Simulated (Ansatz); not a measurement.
This script for a geometry optimisation of AsH3OSi, SMILES O1[SiH2][AsH]1 with Ansatz 0.2.0 through its Python package holds a mistake.

`ash3osi_opt.py`
```python
'''Geometry optimisation of AsH3OSi.'''

import itertools

import ansatz as az
from ase.data import atomic_numbers, covalent_radii
import numpy as np
import pandas as pd

BASIS = 'def2-SVP'
XC = 'pbe0'


def main() -> None:
    geometry_ang = [
        ('O', [0.7422, -1.0753, 0.1423]),
        ('Si', [-0.3385, 0.0254, -0.7344]),
        ('As', [-0.2914, -0.3156, 1.5345]),
        ('H', [-1.2789, -0.7186, -1.4799]),
        ('H', [0.4138, 1.1833, -1.2555]),
        ('H', [0.7949, 0.8367, 1.7467]),
    ]
    mol = az.Crystal.molecule()
    for symbol, xyz in geometry_ang:
        mol = mol.atom(symbol, xyz)

    calculation = mol.calculation().basis(gaussian=BASIS).functional(XC)
    symbols = [site.symbol for site in mol.cartesian_sites]
    start = np.array([site.position_ang for site in mol.cartesian_sites], dtype=float)
    def progress(event):
        if event['event'] == 'relax_step':
            row = event['data']
            print(f'step {row["step"]:3d}  E = {row["lagrangian_ev"]:.6f} eV  largest force component {row["allowed_force_max_ev_ang"]:.4f} eV/A')


    summary = calculation.relax(force_tolerance=0.01, max_steps=30).session().plan().execute(on_event=progress).report()
    end = np.array(summary['positions_ang'])

    for key in ('converged', 'free_energy_ev', 'reference_energy_ev', 'n_frozen', 'n_occupied', 'n_virtual'):
        print(f'{key:22s} {summary[key]}')

    # pairs closer than 1.2 times the sum of covalent radii, before or after
    radius = [covalent_radii[atomic_numbers[s]] for s in symbols]
    span = lambda where, i, j: np.linalg.norm(where[i] - where[j])
    bonded = [(i, j) for i, j in itertools.combinations(range(len(symbols)), 2) if min(span(start, i, j), span(end, i, j)) < 1.2 * (radius[i] + radius[j])]
    print('pair        before    after (A)')
    for i, j in bonded:
        print(f'{symbols[i]}{i}-{symbols[j]}{j}'.ljust(10), f'{span(start, i, j):8.4f} {span(end, i, j):8.4f}')

    charges = summary['charge_distribution']
    table = pd.DataFrame({'atom': symbols, 'mulliken': charges['mulliken_charges_e'], 'lowdin': charges['lowdin_charges_e']})
    print(table.round(3).to_string())
    print('dipole (e A):', np.round(charges['dipole_moment_e_ang'], 4) + 0.0)
    with open('ash3osi_opt.xyz', 'w') as handle:
        handle.write(f'{len(symbols)}\nrelaxed AsH3OSi\n')
        handle.writelines(f'{s:2s} {x:11.6f} {y:11.6f} {z:11.6f}\n' for s, (x, y, z) in zip(symbols, end))


if __name__ == '__main__':
    main()
```

`python ash3osi_opt.py` gives:
```text
step   1  E = -70789.766001 eV  largest force component 2.4898 eV/A
step   2  E = -70789.963382 eV  largest force component 1.2142 eV/A
step   3  E = -70790.035314 eV  largest force component 0.4795 eV/A
step   4  E = -70790.020191 eV  largest force component 0.3372 eV/A
step   5  E = -70790.050311 eV  largest force component 0.0656 eV/A
step   6  E = -70790.050237 eV  largest force component 0.1086 eV/A
step   7  E = -70790.050574 eV  largest force component 0.0064 eV/A
Traceback (most recent call last):
  File "ash3osi_opt.py", line 60, in <module>
    main()
    ~~~~^^
  File "ash3osi_opt.py", line 36, in main
    summary = calculation.relax(force_tolerance=0.01, max_steps=30).session().plan().execute(on_event=progress).report()
TypeError: 'dict' object is not callable
```

Find the fault and give the corrected script.

The fault: report is a dict, not a method. The cap on steps that the faulty run carried goes too. Mended:

```diff
--- before
+++ after
@@ -35,3 +35,3 @@
 
-    summary = calculation.relax(force_tolerance=0.01, max_steps=30).session().plan().execute(on_event=progress).report()
+    summary = calculation.relax(force_tolerance=0.01).session().plan().execute(on_event=progress).report
     end = np.array(summary['positions_ang'])
```

After the fix:

```console
$ python ash3osi_opt.py
step   1  E = -70789.766001 eV  largest force component 2.4898 eV/A
step   2  E = -70789.963382 eV  largest force component 1.2142 eV/A
step   3  E = -70790.035314 eV  largest force component 0.4795 eV/A
step   4  E = -70790.020191 eV  largest force component 0.3372 eV/A
step   5  E = -70790.050311 eV  largest force component 0.0656 eV/A
step   6  E = -70790.050237 eV  largest force component 0.1086 eV/A
step   7  E = -70790.050574 eV  largest force component 0.0064 eV/A
converged              True
free_energy_ev         -70790.05059562685
reference_energy_ev    -70790.05059562685
n_frozen               0
n_occupied             [29, 29]
n_virtual              [50, 50]
pair        before    after (A)
O0-Si1       1.7743   1.6745
O0-As2       1.8931   1.9137
Si1-As2      2.2949   2.2863
Si1-H3       1.4120   1.4867
Si1-H4       1.4759   1.4870
As2-H5       1.5978   1.5382
  atom  mulliken  lowdin
0    O    -0.541  -0.144
1   Si     0.465   0.186
2   As     0.221   0.155
3    H    -0.062  -0.076
4    H    -0.063  -0.076
5    H    -0.019  -0.045
dipole (e A): [-0.2411  0.3223 -0.0621]
```

It writes `ash3osi_opt.xyz`:
```text
6
relaxed AsH3OSi
O     0.751712   -1.082734    0.122199
Si   -0.261912   -0.023488   -0.686799
As   -0.230622   -0.325088    1.579296
H    -1.327319   -0.635940   -1.523528
H     0.386394    1.143258   -1.342227
H     0.723848    0.859892    1.804758
```

Caveats:
- Total energies depend on the basis set; only differences at equal settings carry meaning.
- The end point is the stationary point reached from this start; no frequency run checks that it is a minimum, and the basis set is modest.
- The Löwdin charges here are taken after orthogonalising the functions within each atom; they differ from plain Löwdin charges, and their signs can be unphysical.
- Run time: 18 s on 1 thread of Arm Neoverse V2, with other jobs on the host, peak memory 0.27 GiB.

(Lines on the test bed's own set-up are left out of the output.)
